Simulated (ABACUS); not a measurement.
Crystal: MoSe.

```xyz
2
Lattice="3.4707 0.0000 0.0000 -1.7353 3.0057 0.0000 0.0000 0.0000 4.3728" Properties=species:S:1:pos:R:3 pbc="T T T"
Mo    1.7353    1.0019    0.1113
Se    0.0000    2.0038    0.5179
```

The cell was built by a generator and needn't be a form met in nature.

| Item | Value |
| --- | --- |
| Program | ABACUS 3.10.1 |
| Task | single point |
| Functional | PBE |
| Potentials or basis | PseudoDojo NC SR 0.4.1 PBE standard |
| Cutoff | 1184 eV |
| Density cutoff | 4735 eV |
| Basis | plane waves |
| k mesh | 9 × 9 × 6 |
| Occupations | fermi-dirac, width 0.05 eV |
| Spin | no spin polarisation |

On this cell: pressure 69.8 GPa; largest force 6.178 eV/Å; band gap on the k mesh none (metal or under the smearing width).

The same run follows on a disturbed copy (atoms moved at random, drawn with an rms of 0.05 Å):

```xyz
2
Lattice="3.4707 0.0000 0.0000 -1.7353 3.0057 0.0000 0.0000 0.0000 4.3728" Properties=species:S:1:pos:R:3 pbc="T T T"
Mo    1.7185    1.0144    0.0869
Se    0.0407    2.0633    0.5178
```

Task: What changes?

Result: The energy (extrapolated to zero smearing) moves by -25.1 meV/atom; pressure 68.9 GPa; largest force 7.560 eV/Å; band gap on the k mesh none (metal or under the smearing width).

Forces on the atoms (eV/Å):
```
Mo   2.280  2.169 -6.873
Se  -2.280 -2.169  6.873
```

Stress tensor (GPa, compression positive):
```
 89.52 -14.15  -3.43
-14.15 113.54  -3.25
 -3.43  -3.25   3.69
```

Caveats: a pressure of tens of GPa on the cell as given is suspect, and the run, the potentials or the cell itself is likely at fault (some runs); this functional lacks dispersion, which binds the layers, so the pressure and a relaxed spacing across them are unreliable (some runs); forces of over 1 eV/Å show positions far from the minimum, so gaps and moduli don't describe the material at rest (some runs); the cell as given lies far from equilibrium (some runs).
